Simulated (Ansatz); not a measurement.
**Two structures of Sc: comparison of enthalpies under pressure in Python**

The task here is to estimate one member of a computed series from the others.

Computed with Ansatz 0.2.0, driven from Python. Level of theory: DFT PBEsol, plane waves, PAW.

## The structure

Sc Fd-3m: The structure is cubic, space group Fd-3m (No. 227). Conventional cell: a = 6.380 Å, b = 6.380 Å, c = 6.380 Å, α = 90.00°, β = 90.00°, γ = 90.00°. Sc (site symmetry -43m) is surrounded by 4 Sc at 2.76 Å.

Sc Fm-3m: Symmetry: Fm-3m, No. 225, cubic system. Conventional cell: a = 4.640 Å, b = 4.640 Å, c = 4.640 Å, α = 90.00°, β = 90.00°, γ = 90.00°. Around Sc (site symmetry m-3m) lie 12 Sc at 3.28 Å.

The script holds or builds the structure itself.

Set-up of the first run:

transition_sc.py reads:

```python
"""Pressure at which two phases of Sc cross."""

from dataclasses import dataclass
import warnings

import ansatz as az
import numpy as np
from tabulate import tabulate


@dataclass(frozen=True)
class RunConfig:
    functional: str = "PBEsol"
    ecut: int = 470
    kspacing: float = 0.3
    occupations: str = "fermi_dirac"
    width_ev: float = 0.1


settings = RunConfig()


def diamond(A, a):
    return az.Crystal.diamond(A, a=a)


def fcc(A, a):
    return (
        az.Lattice.fcc(a)
        .space_group(225)
        .atom(A, [0, 0, 0])
        .primitive()
    )


def ground_state(name, crystal, pressure=0.0):
    calc = crystal.calculation()
    calc = calc.functional(settings.functional)
    calc = calc.basis(settings.ecut)
    calc = calc.kpoints(spacing=settings.kspacing).occupations(settings.occupations, width=settings.width_ev)
    calc = calc.relax(force_tolerance=0.03, max_steps=40, cell=True, pressure=pressure)
    return calc.run(threads=1)


def volume_per_atom(outcome):
    return abs(np.linalg.det(outcome.lattice.cell_ang)) / len(outcome.lattice.sites)


def main() -> None:
    warnings.simplefilter("ignore", az.DeckWarning)

    phases = {}
    phases["diamond"] = diamond("Sc", 6.38)
    phases["fcc"] = fcc("Sc", 4.64)

    # enthalpy per atom at each pressure
    pressures = [0, 15, 30, 45]
    enthalpy, volume = {name: [] for name in phases}, {name: [] for name in phases}
    for p in pressures:
        for name, crystal in phases.items():
            o = ground_state(name, crystal, pressure=p)
            volume[name].append(volume_per_atom(o))
            enthalpy[name].append(o.report["energy_sigma0_ev"] / len(o.lattice.sites) + p * volume[name][-1] / 160.21766)
    gap = np.array(enthalpy["fcc"]) - np.array(enthalpy["diamond"])
    rows = [(p, va, vb, 1000 * d) for p, va, vb, d in zip(pressures, volume["diamond"], volume["fcc"], gap)]
    print(tabulate(rows, headers=["P (GPa)", "V diamond (A^3/atom)", "V fcc (A^3/atom)", "H(fcc) - H(diamond) (meV/atom)"], floatfmt=".4f", tablefmt="github"))
    crossings = [p0 - g0 * (p1 - p0) / (g1 - g0) for p0, p1, g0, g1 in zip(pressures, pressures[1:], gap, gap[1:]) if g0 * g1 < 0]
    print("crossing near", [round(float(p), 1) for p in crossings], "GPa") if crossings else print("no crossing in this range")


if __name__ == "__main__":
    main()
```

Command:

```bash
python transition_sc.py
```

Steps of the session up to this table: Running it.

One of the session's tables, all rows but one given; the rest of the session is left out.

Enthalpy H = E + pV of the second structure less the first:

```
pressure (GPa)  ΔH (meV/atom)
             0        -1979.3
            15              ?
            30        -1735.0
            45        -1560.2
```

Q: Estimate the row for pressure (GPa) = 15 from the others.

Worked estimate for «ΔH (meV/atom)». A straight line through the neighbours (0, -1979.3) and (30, -1735.0) gives -1979.3 + (-1735.0 + 1979.3) × (15 − 0) / (30 − 0) = -1857.2; a parabola fitted to 3 rows on both sides gives -1874.7.

As computed: ΔH (meV/atom): -1954.8. In «ΔH (meV/atom)» the line misses by +97.6 and the parabola by +80.1. The values bend between the rows more than so simple an estimate can follow.

Limits of these values: Notes:
- At a fixed pressure a relaxation lowers the enthalpy F + PV, while F alone can rise.
- For the metals among these cells the mesh is coarse, so their volumes and pressures are rough.
- Only these two structures are compared, at zero temperature and with their symmetry kept; either may be hypothetical, and another phase may be lower than both.
